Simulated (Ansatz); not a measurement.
# F2GeH4Si: the cost of one run

Method: RKS SPW92 (LDA)/def2-SVP; program: Ansatz 0.2.0.

### Step 1. Reference run: F2GeH4Si, relaxed

input.yaml

```yaml
crystal:
  periodic: [false, false, false]
  atoms:
    - { symbol: Ge, position_ang: [-0.833048, -0.313302, 0.878797] }
    - { symbol: Si, position_ang: [0.754205, 0.97702, -0.888674] }
    - { symbol: H, position_ang: [0.856277, -0.7162, -0.080591] }
    - { symbol: F, position_ang: [2.400161, 0.715806, -0.867097] }
    - { symbol: F, position_ang: [0.33891, 0.212469, -2.302688] }
    - { symbol: H, position_ang: [-1.150063, -1.697205, 1.534008] }
    - { symbol: H, position_ang: [-1.864983, 0.05866, -0.202507] }
    - { symbol: H, position_ang: [-0.50156, 0.762751, 1.928751] }
basis:
  gaussian: { orbitals: def2-SVP }
hamiltonian:
  xc: lda
output:
  forces: true
relax:
  f_tol: 0.02
  max_steps: 120
  constraints: [{ distance: [0, 2] }, { distance: [0, 1] }, { distance: [1, 2] }]
  escape_saddle: false
```

On the command line:

```
$ ansatz run input.yaml --threads 1 --pin off --max-ram 2560MiB --backend cpu --events-out ev --progress --plain --runs-dir out
```

Q: Estimate wall time and peak memory on 1 thread of Arm Neoverse V2, shared host.

About 15 s, with a peak of 0.13 GiB.
